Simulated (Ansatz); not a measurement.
# Ge2Si: the cost of one run

Program: Ansatz 0.2.0, Gaussian basis. Level of theory: cc-pVTZ, core rule «outside noble gas», up to 33 orbitals frozen. These are calculated values, not measurements.

The runs, in order: UHF; CCSD(T) on ROHF; CCSD(T) on UHF; BCCD(T) on ROHF; CCSDT(Q) on ROHF; CCSDT(Q) on UHF; CASSCF and NEVPT2, 12 electrons in 12 orbitals.

4 further runs of the same task are left out: 4 set aside as unsound or not needed.

### 1 The geometry

The geometry is a PBE0/def2-TZVP stationary point (not a proven minimum) of the parent state, kept for this charge and spin. No spin-orbit coupling is included. The filled d shell of Ge may be among the frozen orbitals whatever the setting's name suggests; the logs give the count.

3 atoms, charge 0, spin multiplicity 3.

Atoms are counted from 1 here; the program's logs count them from 0.

Bond lengths: Ge1–Si2 2.236 Å, Si2–Ge3 2.236 Å. Angles: Ge1–Si2–Ge3 82.6°.

### 2 UHF

Contents of in.yaml:

```yaml
crystal:
  periodic: [false, false, false]
  atoms:
    - {symbol: Ge, position_ang: [0.000000, -0.272229, 1.475800]}
    - {symbol: Si, position_ang: [0.000000, 1.408179, 0.000000]}
    - {symbol: Ge, position_ang: [0.000000, -0.272229, -1.475800]}
basis:
  gaussian: {orbitals: cc-pVTZ}
magnetization: {spin_polarized: true, initial_magnetization: 2}
hamiltonian: {xc: hf}
output: {orbitals: {seedname: orbitals}}
```

Run with:

```sh
> ansatz run in.yaml --threads 1 --pin off --events-out ev --progress --plain --max-ram 4096MiB --backend cpu
```

What time and memory should one allow on 1 thread of AMD EPYC 7R13, shared host?

About 57 s, with a peak of 0.39 GiB.
